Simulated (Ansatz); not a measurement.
# P: response to strain

P is deformed so: zz strain of +2 %. What stress and forces result, by LAPW, PAW and all-electron datasets made for the crystal?

Program: Ansatz 0.2.0. Level of theory: DFT PBEsol, scalar-relativistic. These are calculated values, not measurements.

**1. The structure to begin with**

The structure is tetragonal, space group P4/mmm (No. 123). Conventional cell: a = 4.273 Å, b = 4.273 Å, c = 4.378 Å, α = 90.00°, β = 90.00°, γ = 90.00°. P (site symmetry 4/mmm) has 6 P at 4.27 to 4.38 Å as nearest neighbours.

Coordinates:

```cif
data_structure
_symmetry_space_group_name_H-M 'P 1'
_symmetry_Int_Tables_number 1
_cell_length_a 4.2729
_cell_length_b 4.2729
_cell_length_c 4.3780
_cell_angle_alpha 90.000
_cell_angle_beta 90.000
_cell_angle_gamma 90.000
_cell_volume 79.93
loop_
_atom_site_label
_atom_site_type_symbol
_atom_site_fract_x
_atom_site_fract_y
_atom_site_fract_z
_atom_site_occupancy
P1 P 0.00000 0.00000 0.00000 1
```

**2. The deformed structure**

Space group P4/mmm before, P4/mmm after.

**3. LAPW, all electrons**

Input file input.yaml:

```yaml
crystal:
  lattice:
    - [4.2729048574, 0.0, 0.0]
    - [0.0, 4.2729048574, 0.0]
    - [0.0, 0.0, 4.46556]
  atoms:
    - { symbol: P, position: [0.0, 0.0, 0.0] }
kpoints:
  mp_grid: { grid: [10, 10, 9] }
  band_path:
    path:
      - [0.0, 0.0, 0.0]
      - [0.0, 0.5, 0.0]
      - [0.5, 0.5, 0.0]
      - [0.0, 0.0, 0.0]
      - [0.0, 0.0, 0.5]
      - [0.0, 0.5, 0.5]
      - [0.5, 0.5, 0.5]
      - [0.0, 0.0, 0.5]
      - [0.0, 0.5, 0.0]
    npoints: 5
scf:
  occupations: { method: fermi_dirac, width: 0.08 }
hamiltonian:
  xc: pbesol
  pseudopotentials: { kind: all_electron, lapw: { basis_error: 0.00025 } }
output:
  forces: true
  stress: true
  eigenvalues: true
```

Run with:

```
> ansatz run input.yaml --threads 1 --pin off --max-ram 3072MiB --backend cpu --events-out ev --progress --plain --runs-dir out
```

**4. PAW with frozen cores**

Input file input.yaml:

```yaml
crystal:
  lattice:
    - [4.2729048574, 0.0, 0.0]
    - [0.0, 4.2729048574, 0.0]
    - [0.0, 0.0, 4.46556]
  atoms:
    - { symbol: P, position: [0.0, 0.0, 0.0] }
kpoints:
  mp_grid: { grid: [10, 10, 9] }
scf:
  occupations: { method: fermi_dirac, width: 0.08 }
hamiltonian:
  xc: pbesol
  pseudopotentials: { kind: paw }
output:
  forces: true
  stress: true
  eigenvalues: true
  efg: { contact_densities: true }
```

**5. All-electron PAW on datasets made for the crystal**

Changes to input.yaml since step 4:

```diff
@@ -13,3 +13,3 @@
   xc: pbesol
-  pseudopotentials: { kind: paw }
+  pseudopotentials: { kind: all_electron, datasets: crystal }
 output:
```

(Steps that only read results are left out.)

**Question.** What will these runs give? Wanted: pressure; largest shear or deviatoric stress.

As calculated:

| quantity | value |
| --- | --- |
| pressure | LAPW -3.61, PAW -3.61, crystal datasets -3.61 GPa |
| largest shear or deviatoric stress (LAPW) | 0.53 GPa |

What this shows: The largest part of the stress beyond the pressure is 0.53 GPa in size, in the zz component. No run of the undeformed cell stands beside it, so the pressure holds what the given cell had before the change. PAW: stress within 0.01 GPa of LAPW. Crystal datasets: stress within 0.01 GPa of LAPW.
